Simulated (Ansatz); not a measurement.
# Zr4Sb: the cost of one run

Computed with Ansatz 0.2.0 (DFT PBE, scalar-relativistic, plane waves, PAW, unless a step names another level, unless a step's input says otherwise).

## (1) Starting point

Symmetry: P4/nbm, No. 125, tetragonal system. The conventional cell has a = 6.551 Å, b = 6.551 Å, c = 5.696 Å, α = 90.00°, β = 90.00°, γ = 90.00°. Around Zr (site symmetry m) lie 4 Zr at 2.82 to 3.29 Å and 2 Sb at 2.92 Å. Sb (site symmetry 422) is surrounded by 8 Zr at 2.92 Å.

As a file:

```cif
data_structure
_symmetry_space_group_name_H-M 'P 1'
_symmetry_Int_Tables_number 1
_cell_length_a 6.5511
_cell_length_b 6.5511
_cell_length_c 5.6957
_cell_angle_alpha 90.000
_cell_angle_beta 90.000
_cell_angle_gamma 90.000
_cell_volume 244.44
loop_
_atom_site_label
_atom_site_type_symbol
_atom_site_fract_x
_atom_site_fract_y
_atom_site_fract_z
_atom_site_occupancy
Zr1 Zr 0.65219 0.84781 0.26979 1
Zr2 Zr 0.84781 0.34781 0.26979 1
Zr3 Zr 0.15219 0.34781 0.73021 1
Zr4 Zr 0.84781 0.65219 0.73021 1
Zr5 Zr 0.65219 0.15219 0.73021 1
Zr6 Zr 0.34781 0.84781 0.73021 1
Zr7 Zr 0.34781 0.15219 0.26979 1
Zr8 Zr 0.15219 0.65219 0.26979 1
Sb1 Sb 0.50000 0.50000 0.00000 1
Sb2 Sb 0.00000 0.00000 0.00000 1
```

It came out lowest among 22 distinct ends of the trial cells. At a tolerance of 0.05 Å it has space group P4/nbm (No. 125).

## (2) Relaxing to 0.001 eV/Å, on the response runs' mesh and smearing

File input.yaml:

```yaml
crystal:
  lattice:
    - [6.5511456234, 0.0, 0.0]
    - [0.0, 6.5511456234, 0.0]
    - [0.0, 0.0, 5.6956657434]
  atoms:
    - { symbol: Zr, position: [0.6521865981, 0.8478134019, 0.2697857126] }
    - { symbol: Zr, position: [0.8478134019, 0.3478134019, 0.2697857126] }
    - { symbol: Zr, position: [0.1521865981, 0.3478134019, 0.7302142874] }
    - { symbol: Zr, position: [0.8478134019, 0.6521865981, 0.7302142874] }
    - { symbol: Zr, position: [0.6521865981, 0.1521865981, 0.7302142874] }
    - { symbol: Zr, position: [0.3478134019, 0.8478134019, 0.7302142874] }
    - { symbol: Zr, position: [0.3478134019, 0.1521865981, 0.2697857126] }
    - { symbol: Zr, position: [0.1521865981, 0.6521865981, 0.2697857126] }
    - { symbol: Sb, position: [0.5, 0.5, 0.0] }
    - { symbol: Sb, position: [0.0, 0.0, 0.0] }
basis:
  ecutwfc: 420
kpoints:
  mp_grid: { grid: [6, 6, 6] }
hamiltonian:
  xc: pbe
scf:
  occupations: { method: gaussian, width: 0.1 }
output:
  forces: true
  stress: true
  eigenvalues: true
relax:
  adjacent_minimum: "off"
  f_tol: 0.001
  max_steps: 60
  cell: { stress_tol: 0.01 }
```

Launch:

```console
$ ansatz run input.yaml --threads 3 --pin off --max-ram 7680MiB --backend cpu --events-out ev --progress --plain --runs-dir out
```

What time and memory should one allow on 3 threads of AMD EPYC 9R45 (Zen 5), shared host?

About 30 s, with a peak of 1.1 GiB.
